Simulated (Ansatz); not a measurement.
# C2H3BO, SMILES C#CBO: an atomisation energy

Program: Ansatz 0.2.0, Python API.

Run as a notebook:

In [1]:
```python
from collections import Counter

import ansatz


def energy(molecule, charge=0, unpaired=0):
    calc = (
        molecule.calculation()
        .basis(gaussian="pcseg-2")
        .functional("HF")
    )
    if charge:
        calc = calc.charge(charge)
    if unpaired:
        calc = calc.spin("collinear", total=unpaired)
    return calc.run().report["free_energy_ev"]
```

In [2]:
```python
GEOMETRY = """
C    -0.10780    0.00690    1.92180
C     0.00160    0.17360    0.72130
B     0.17800    0.33650   -0.80380
O    -0.59260   -0.35320   -1.72830
H    -0.29600   -0.06490    2.93540
H     1.06420    1.05830   -1.19880
H    -0.18620   -1.22520   -1.89320
"""
```

In [3]:
```python
molecule = ansatz.Crystal.molecule()
for line in GEOMETRY.strip().splitlines():
    symbol, *xyz = line.split()
    molecule = molecule.atom(symbol, [float(v) for v in xyz])
```

In [4]:
```python
# unpaired electrons of the ground-state atoms
unpaired = {"C": 2, "B": 1, "O": 2, "H": 1}
counts = Counter(site.symbol for site in molecule.cartesian_sites)
atom_energy = {s: energy(ansatz.Crystal.molecule().atom(s, (0, 0, 0)), 0, unpaired[s]) for s in counts}
whole = energy(molecule, 0, 0)
for s, e in atom_energy.items():
    print(f"{s:2s} x{counts[s]}  {e:14.5f} eV")
print(f"C2H3BO: {whole:.5f} eV")
split = sum(counts[s] * e for s, e in atom_energy.items()) - whole
print(f"atomisation energy (no zero-point term): {split:.3f} eV, {split / sum(counts.values()):.3f} eV an atom")
```
```text
C  x2     -1025.57193 eV
B  x1      -667.47373 eV
O  x1     -2035.71309 eV
H  x3       -13.60238 eV
C2H3BO: -4818.12373 eV
atomisation energy (no zero-point term): 22.986 eV, 3.284 eV an atom
```

22.986 eV from the electronic energies, without the zero-point term.

Caveats:
- Total energies depend on the basis set; only differences at equal settings carry meaning.
- The geometry is a force-field or estimated start, not a minimum of this method, and the basis set is short of its limit. All parts are taken at fixed geometry, without zero-point energy.
- Hartree-Fock leaves correlation out, so bond, atomisation and ionisation energies come out well too low.
- Run time: 2.5 s on 1 thread of Arm Neoverse V1 (shared host), peak memory 0.32 GiB.
